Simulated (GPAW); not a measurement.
The system is Ga3Sb.

```xyz
4
Lattice="-2.1588 2.1588 4.7605 2.1588 -2.1588 4.7605 2.1588 2.1588 -4.7605" Properties=species:S:1:pos:R:3 pbc="T T T"
Sb    0.0000    0.0000    0.0000
Ga    0.0000    0.0000    4.7605
Ga    2.1588    0.0000    2.3802
Ga    0.0000    2.1588    2.3802
```

The cell comes from a database or a generator and needn't be the stable form of this composition.

Base run:

* Program: GPAW 26.7.0
* Functional: PBEsol
* Potentials or basis: PAW data sets generated in the run's folder for this functional
* Cutoff: 600 eV
* Basis: pw
* k mesh: 6 × 6 × 6
* Occupations: fermi-dirac, width 0.05 eV
* Spin: no spin polarisation

Its results: pressure -3.4 GPa.

Q: The run is repeated on the same cell with these changes: functional from PBEsol to LDA; potentials or basis from PAW data sets generated in the run's folder for this functional to the program's PAW data sets (release 1.2.1) made for this functional. What comes out?

A: Pressure -4.7 GPa.
